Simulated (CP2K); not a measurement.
# A workflow on C4H8Si (SMILES C=C=C[SiH2]C)

Aim: a geometry optimisation (IPEA1-xTB), then vibrational wavenumbers, then a saddle-point search of C4H8Si. 

The results are computed with CP2K 2026.2.

4 further runs of the same task are left out: 2 that didn't finish, 2 set aside as unsound or not needed.

## (1) Starting point

C4H8Si has 13 atoms, charge 0, and is taken as a singlet. SMILES: `C=C=C[SiH2]C`. The shape comes from a force field and isn't a relaxed structure. This is one conformer, not always the lowest. The run starts from this shape.

Bond lengths: C1–C2 1.280 Å, C2–C3 1.307 Å, C3–Si4 1.852 Å, Si4–C5 1.778 Å, C1–H6 1.050 Å, C1–H7 1.135 Å, C3–H8 1.028 Å, Si4–H9 1.473 Å, Si4–H10 1.519 Å, C5–H11 1.054 Å, C5–H12 1.118 Å, C5–H13 1.064 Å. Some angles: C1–C2–C3 178.5°, C2–C3–Si4 118.6°, C3–Si4–C5 116.8°, C2–C1–H6 126.8°, C2–C1–H7 118.5°, C2–C3–H8 120.8°, Si4–C3–H8 120.2°, C3–Si4–H9 105.7°, C3–Si4–H10 104.1°, C5–Si4–H9 112.7°.

## (2) A geometry optimisation at IPEA1-xTB (run 1)

Input file molecule.pdb:

```
HETATM    1 C    MOL A   1      -0.371   2.099   1.453  1.00  0.00           C
HETATM    2 C    MOL A   1      -0.783   0.975   0.999  1.00  0.00           C
HETATM    3 C    MOL A   1      -1.184  -0.188   0.558  1.00  0.00           C
HETATM    4 Si   MOL A   1      -0.339  -0.916  -0.920  1.00  0.00          SI
HETATM    5 C    MOL A   1       1.434  -1.033  -0.852  1.00  0.00           C
HETATM    6 H    MOL A   1       0.287   2.249   2.257  1.00  0.00           H
HETATM    7 H    MOL A   1      -0.804   3.052   1.013  1.00  0.00           H
HETATM    8 H    MOL A   1      -1.886  -0.734   1.074  1.00  0.00           H
HETATM    9 H    MOL A   1      -0.812  -0.133  -2.074  1.00  0.00           H
HETATM   10 H    MOL A   1      -0.962  -2.294  -1.062  1.00  0.00           H
HETATM   11 H    MOL A   1       1.829  -1.498  -1.712  1.00  0.00           H
HETATM   12 H    MOL A   1       1.900  -0.024  -0.732  1.00  0.00           H
HETATM   13 H    MOL A   1       1.710  -1.589   0.012  1.00  0.00           H
END
```

Input file molecule.inp:

```
&GLOBAL
 PROJECT molecule
 RUN_TYPE GEO_OPT
 PRINT_LEVEL LOW
&END GLOBAL

! ionic moves
&MOTION
 &GEO_OPT
  OPTIMIZER BFGS
  MAX_ITER 100
  MAX_FORCE 1.0E-04
  RMS_FORCE 6.7E-05
 &END GEO_OPT
 ! extra output
 &PRINT
  &TRAJECTORY
   &EACH
    GEO_OPT 1
   &END EACH
  &END TRAJECTORY
  &FORCES ON
   &EACH
    GEO_OPT 1
   &END EACH
  &END FORCES
  &RESTART OFF
  &END RESTART
  &RESTART_HISTORY OFF
  &END RESTART_HISTORY
 &END PRINT
&END MOTION

&FORCE_EVAL
 METHOD QUICKSTEP
 &DFT
  CHARGE 0
  MULTIPLICITY 1
  ! Quickstep
  &QS
   METHOD XTB
   EPS_DEFAULT 1.0E-10
   &XTB
    GFN_TYPE TBLITE
    &TBLITE
     METHOD IPEA1
    &END TBLITE
    CHECK_ATOMIC_CHARGES F
   &END XTB
  &END QS
  &POISSON
   PERIODIC NONE
   POISSON_SOLVER ANALYTIC
  &END POISSON
  ! self-consistent field
  &SCF
   SCF_GUESS ATOMIC
   EPS_SCF 1.0E-07
   MAX_SCF 150
   ADDED_MOS 2
   &DIAGONALIZATION
    ALGORITHM STANDARD
   &END DIAGONALIZATION
   &MIXING
    METHOD DIRECT_P_MIXING
    ALPHA 0.4
   &END MIXING
   &SMEAR ON
    METHOD FERMI_DIRAC
    ELECTRONIC_TEMPERATURE [K] 300
   &END SMEAR
  &END SCF
  ! extra output
  &PRINT
   &MOMENTS
    PERIODIC F
    REFERENCE COM
    MAX_MOMENT 1
   &END MOMENTS
   &MULLIKEN OFF
   &END MULLIKEN
   &HIRSHFELD OFF
   &END HIRSHFELD
  &END PRINT
 &END DFT
 &SUBSYS
  ! vacuum box
  &CELL
   ABC [angstrom] 13.8 15.3 14.3
   PERIODIC NONE
  &END CELL
  &TOPOLOGY
   COORD_FILE_NAME molecule.pdb
   COORD_FILE_FORMAT PDB
   CONN_FILE_FORMAT OFF
   &CENTER_COORDINATES
   &END CENTER_COORDINATES
  &END TOPOLOGY
 &END SUBSYS
&END FORCE_EVAL
```

The run is started by

```
$ OMP_NUM_THREADS=1 cp2k.psmp -i molecule.inp -o molecule.out
```

Standard output:

```text
CP2K| version string:                                       CP2K version 2026.2
[...]
 GLOBAL| Method name                                                        CP2K
[...]
 GLOBAL| Run type                                                        GEO_OPT
[...]
                             - Atoms:                                         13
[...]
                             - Spherical basis functions:                     45
[...]
 Number of electrons:                                                         28
[...]
  *** SCF run converged in    14 steps ***
[...]
 ENERGY| Total FORCE_EVAL ( QS ) energy [hartree]            -15.923291304266481
[...]
 OPT| Step number                                                              0
[...]
 OPT| Total energy [hartree]                                      -15.9232913043
[...]
 OPT| Step number                                                             66
[...]
 OPT| Total energy [hartree]                                      -15.9508157102
[...]
 OPT| Step number                                                             67
[...]
 OPT| Total energy [hartree]                                      -15.9508158300
[...]
 ***                    GEOMETRY OPTIMIZATION COMPLETED                      ***
[...]
  *** SCF run converged in     1 steps ***
[...]
  Fermi energy:                                                -0.25933912627984
[...]
 TB_DIPOLE| Moment [Debye]          0.40756774       0.88120919       0.67861779
 TB_DIPOLE| Derivative [a.u.]       0.00000000       0.00000000       0.00000000
 ENERGY| Total FORCE_EVAL ( QS ) energy [hartree]            -15.950815829975848
[...]
```

Run time: 4.2 s. Hardware: 1 thread of Arm Neoverse N1, shared host; peak memory 0.14 GiB.

Steps, from the record of the run:

```csv
step,energy from the first frame kept (eV),largest force (eV/Å)
1,0.0000,1.6496
4,-0.0766,0.1213
7,-0.0809,0.0455
10,-0.0831,0.0545
13,-0.0859,0.0912
16,-0.0907,0.0508
19,-0.0948,0.0701
22,-0.0996,0.0921
25,-0.1029,0.0674
28,-0.1070,0.1069
31,-0.1182,0.1893
34,-0.1247,0.2782
37,-0.1375,0.1274
40,-0.1436,0.0949
43,-0.1465,0.0919
46,-0.1488,0.1082
49,-0.1498,0.0986
52,-0.1506,0.0396
55,-0.1510,0.0426
58,-0.1516,0.0710
61,-0.1518,0.0228
64,-0.1519,0.0139
67,-0.1519,0.0051
68,-0.1519,0.0051
```

After the run. Bond lengths: C1–C2 1.296 Å, C2–C3 1.314 Å, C3–Si4 1.868 Å, Si4–C5 1.895 Å, C1–H6 1.083 Å, C1–H7 1.083 Å, C3–H8 1.090 Å, Si4–H9 1.432 Å, Si4–H10 1.432 Å, C5–H11 1.099 Å, C5–H12 1.100 Å, C5–H13 1.100 Å. Some angles: C1–C2–C3 176.6°, C2–C3–Si4 118.7°, C3–Si4–C5 108.7°, C2–C1–H6 122.6°, C2–C1–H7 122.6°, C2–C3–H8 117.6°, Si4–C3–H8 123.8°, C3–Si4–H9 109.9°, C3–Si4–H10 109.9°, C5–Si4–H9 110.2°.

## (3) Vibrational wavenumbers at IPEA1-xTB (run 2)

Input file molecule.pdb:

```
HETATM    1 C    MOL A   1       6.823   9.025   8.646  1.00  0.00           C
HETATM    2 C    MOL A   1       6.111   8.132   8.035  1.00  0.00           C
HETATM    3 C    MOL A   1       5.454   7.203   7.377  1.00  0.00           C
HETATM    4 Si   MOL A   1       6.392   6.126   6.173  1.00  0.00          SI
HETATM    5 C    MOL A   1       8.210   6.659   6.171  1.00  0.00           C
HETATM    6 H    MOL A   1       7.306   8.837   9.597  1.00  0.00           H
HETATM    7 H    MOL A   1       6.958  10.029   8.261  1.00  0.00           H
HETATM    8 H    MOL A   1       4.386   7.107   7.571  1.00  0.00           H
HETATM    9 H    MOL A   1       5.834   6.262   4.861  1.00  0.00           H
HETATM   10 H    MOL A   1       6.279   4.751   6.558  1.00  0.00           H
HETATM   11 H    MOL A   1       8.847   6.079   5.488  1.00  0.00           H
HETATM   12 H    MOL A   1       8.346   7.710   5.877  1.00  0.00           H
HETATM   13 H    MOL A   1       8.682   6.569   7.160  1.00  0.00           H
END
```

Input file job.inp:

```
&GLOBAL
 PROJECT_NAME job
 RUN_TYPE VIBRATIONAL_ANALYSIS
 PRINT_LEVEL LOW
&END GLOBAL

&FORCE_EVAL
 METHOD Quickstep
 &DFT
  CHARGE 0
  MULTIPLICITY 1
  # Quickstep
  &QS
   METHOD XTB
   EPS_DEFAULT 1.0E-10
   &XTB
    GFN_TYPE TBLITE
    &TBLITE
     METHOD IPEA1
    &END TBLITE
    CHECK_ATOMIC_CHARGES F
   &END XTB
  &END QS
  # cluster boundary conditions
  &POISSON
   PERIODIC NONE
   POISSON_SOLVER ANALYTIC
  &END POISSON
  &SCF
   SCF_GUESS ATOMIC
   EPS_SCF 1.0E-08
   MAX_SCF 150
   ADDED_MOS 2
   &DIAGONALIZATION
    ALGORITHM STANDARD
   &END DIAGONALIZATION
   &MIXING
    METHOD DIRECT_P_MIXING
    ALPHA 0.4
   &END MIXING
   &SMEAR ON
    METHOD FERMI_DIRAC
    ELECTRONIC_TEMPERATURE [K] 300
   &END SMEAR
  &END SCF
  &PRINT
   &MOMENTS
    PERIODIC F
    REFERENCE COM
    MAX_MOMENT 1
   &END MOMENTS
   &MULLIKEN OFF
   &END MULLIKEN
   &HIRSHFELD OFF
   &END HIRSHFELD
  &END PRINT
 &END DFT
 &SUBSYS
  &CELL
   ABC [angstrom] 14.5 15.3 14.7
   PERIODIC NONE
  &END CELL
  &TOPOLOGY
   COORD_FILE_NAME molecule.pdb
   COORD_FILE_FORMAT PDB
   CONN_FILE_FORMAT OFF
   &CENTER_COORDINATES
   &END CENTER_COORDINATES
  &END TOPOLOGY
 &END SUBSYS
&END FORCE_EVAL

# normal modes by finite differences
&VIBRATIONAL_ANALYSIS
 DX 0.01
 INTENSITIES T
 NPROC_REP 1
 # extra output
 &PRINT
  &PROGRAM_RUN_INFO ON
  &END PROGRAM_RUN_INFO
 &END PRINT
&END VIBRATIONAL_ANALYSIS
```

The run is started by

```
$ OMP_NUM_THREADS=1 cp2k.psmp -i job.inp -o job.out
```

Standard output:

```text
CP2K| version string:                                       CP2K version 2026.2
[...]
 GLOBAL| Method name                                                        CP2K
[...]
 GLOBAL| Run type                                           VIBRATIONAL_ANALYSIS
[...]
                             - Atoms:                                         13
[...]
                             - Spherical basis functions:                     45
[...]
  Dipole moment [Debye]
    X=   -0.00112323 Y=   -0.00006922 Z=   -0.00044300     Total=     0.00120941
 VIB| REPLICA Nr.    1- Energy and Forces for particle:    6  coordinate: Z - DZ
[...]
 VIB|Frequency (cm^-1)  7.1797291791E+01    9.7283780704E+01    1.5910069748E+02
 VIB|IR int (KM/Mole)   3.4341893387E-01    2.4307064878E-02    2.7961421945E-02
[...]
 VIB|Frequency (cm^-1)  3.4128939036E+03    3.4154566023E+03    3.4280095082E+03
 VIB|IR int (KM/Mole)   2.7427511091E+00    3.8126397014E+00    1.2535671707E+00
[...]
 VIB|Frequency (cm^-1)  3.4819193750E+03    3.5813144614E+03    3.5884119898E+03
 VIB|IR int (KM/Mole)   7.6497128962E+00    6.3804237277E+00    6.5561576361E+00
[...]
```

It took 5.1 s on 1 thread of Arm Neoverse N1, shared host; peak memory 0.15 GiB.

## (4) A saddle-point search at IPEA1-xTB (run 3)

Input file molecule.pdb:

```
HETATM    1 C    MOL A   1       6.835   8.982   8.696  1.00  0.00           C
HETATM    2 C    MOL A   1       6.108   8.143   8.023  1.00  0.00           C
HETATM    3 C    MOL A   1       5.437   7.264   7.309  1.00  0.00           C
HETATM    4 Si   MOL A   1       6.400   6.097   6.206  1.00  0.00          SI
HETATM    5 C    MOL A   1       8.198   6.700   6.123  1.00  0.00           C
HETATM    6 H    MOL A   1       7.227   8.753   9.685  1.00  0.00           H
HETATM    7 H    MOL A   1       7.073   9.978   8.328  1.00  0.00           H
HETATM    8 H    MOL A   1       4.347   7.243   7.419  1.00  0.00           H
HETATM    9 H    MOL A   1       5.817   6.076   4.888  1.00  0.00           H
HETATM   10 H    MOL A   1       6.348   4.756   6.733  1.00  0.00           H
HETATM   11 H    MOL A   1       8.854   6.055   5.512  1.00  0.00           H
HETATM   12 H    MOL A   1       8.290   7.718   5.692  1.00  0.00           H
HETATM   13 H    MOL A   1       8.681   6.757   7.121  1.00  0.00           H
END
```

Input file qs.inp:

```
&GLOBAL
    PROJECT_NAME qs
    RUN_TYPE GEO_OPT
    PRINT_LEVEL LOW
&END GLOBAL
&FORCE_EVAL
    METHOD Quickstep
    &DFT
        &QS
            METHOD XTB
            EPS_DEFAULT 1.0E-10
            &XTB
                GFN_TYPE TBLITE
                &TBLITE
                    METHOD IPEA1
                &END TBLITE
                CHECK_ATOMIC_CHARGES F
            &END XTB
        &END QS
        &POISSON
            PERIODIC NONE
            POISSON_SOLVER ANALYTIC
        &END POISSON
        &SCF
            SCF_GUESS ATOMIC
            EPS_SCF 1.0E-08
            MAX_SCF 150
            ADDED_MOS 2
            &DIAGONALIZATION
                ALGORITHM STANDARD
            &END DIAGONALIZATION
            &MIXING
                METHOD DIRECT_P_MIXING
                ALPHA 0.4
            &END MIXING
            &SMEAR ON
                METHOD FERMI_DIRAC
                ELECTRONIC_TEMPERATURE [K] 300
            &END SMEAR
        &END SCF
        &PRINT
            &MOMENTS
                PERIODIC F
                REFERENCE COM
                MAX_MOMENT 1
            &END MOMENTS
            &MULLIKEN OFF
            &END MULLIKEN
            &HIRSHFELD OFF
            &END HIRSHFELD
        &END PRINT
    &END DFT
    &SUBSYS
        &CELL
            ABC 14.5 15.2 14.8
            PERIODIC NONE
        &END CELL
        &TOPOLOGY
            COORD_FILE_NAME molecule.pdb
            COORD_FILE_FORMAT PDB
            CONN_FILE_FORMAT OFF
            &CENTER_COORDINATES
            &END CENTER_COORDINATES
        &END TOPOLOGY
    &END SUBSYS
&END FORCE_EVAL
&MOTION
    &GEO_OPT
        TYPE TRANSITION_STATE
        OPTIMIZER CG
        MAX_ITER 80
        MAX_FORCE 6.0E-4
        RMS_FORCE 4.0E-4
        &CG
            &LINE_SEARCH
                TYPE 2PNT
                &2PNT
                    MAX_ALLOWED_STEP 0.15
                    LINMIN_GRAD_ONLY T
                &END 2PNT
            &END LINE_SEARCH
        &END CG
        &TRANSITION_STATE
            METHOD DIMER
            &DIMER
                DR [angstrom] 0.01
                INTERPOLATE_GRADIENT T
                ANGLE_TOLERANCE [deg] 5.0
                &ROT_OPT
                    OPTIMIZER CG
                    MAX_ITER 10
                    &CG
                        &LINE_SEARCH
                            TYPE 2PNT
                            &2PNT
                                MAX_ALLOWED_STEP 0.15
                            &END 2PNT
                        &END LINE_SEARCH
                    &END CG
                &END ROT_OPT
                &DIMER_VECTOR
                      0.02396  -0.08640   0.10027
                     -0.00593   0.02212  -0.02351
                     -0.03401   0.12141  -0.13566
                      0.01723  -0.05878   0.06544
                     -0.02408   0.08142  -0.09508
                     -0.15734  -0.16795   0.17634
                      0.23056  -0.10115   0.13458
                     -0.07785   0.27039  -0.30318
                     -0.03413  -0.37071   0.05487
                      0.13806   0.01082   0.34926
                      0.01289  -0.04702   0.04850
                     -0.11226   0.01596  -0.37041
                     -0.00262   0.37664  -0.07856
                &END DIMER_VECTOR
            &END DIMER
        &END TRANSITION_STATE
    &END GEO_OPT
    &PRINT
        &TRAJECTORY
            &EACH
                GEO_OPT 1
            &END EACH
        &END TRAJECTORY
        &FORCES ON
            &EACH
                GEO_OPT 1
            &END EACH
        &END FORCES
        &RESTART OFF
        &END RESTART
        &RESTART_HISTORY OFF
        &END RESTART_HISTORY
    &END PRINT
&END MOTION
```

The run is started by

```
$ OMP_NUM_THREADS=1 cp2k.psmp -i qs.inp > qs.out 2>&1
```

Standard output:

```text
CP2K| version string:                                       CP2K version 2026.2
 CP2K| Input file name                                                    qs.inp

[... 164 lines left out ...]
  Electrostatic energy:                                         0.00509893460479
[... 650 lines left out ...]
  Self-consistent dispersion energy:                            0.00000000000000
[... 650 lines left out ...]
  Step     Update method      Time    Convergence         Total energy    Change
[... 651 lines left out ...]
  Core Hamiltonian energy:                                    -16.05200104174148
[... 636 lines left out ...]
 write_final_structure: Done!
[... 20 lines left out ...]
 -------------------------------------------------------------------------------
```

Wall time 19 s (1 thread of Arm Neoverse N1, shared host); peak memory 0.14 GiB.

No converged result was reached.

## (5) Outcome

| quantity | value |
| --- | --- |
| run 1, IPEA1-xTB: total energy at the end | -15.95082 Eh |
| run 1, IPEA1-xTB: dipole moment (from atomic charges alone) | 1.18 D |
| run 2, IPEA1-xTB: total energy | -15.95081 Eh |
| run 2, IPEA1-xTB: lowest harmonic wavenumber | 72 cm⁻¹ |
| run 2, IPEA1-xTB: highest harmonic wavenumber | 3588 cm⁻¹ |
| run 2, IPEA1-xTB: zero-point energy | 286.1 kJ/mol |
| run 3, IPEA1-xTB | no result (not converged) |

**Reading.** The dipole (run 1, IPEA1-xTB) comes from point charges on the atoms alone, without atomic dipoles, so it is partial. The optimisation (run 1, IPEA1-xTB) took 67 steps and changed the energy by -0.749 eV. All 33 modes (run 2, IPEA1-xTB) are real, so the shape is a minimum at this level. 1 of the 3 runs did not end normally.
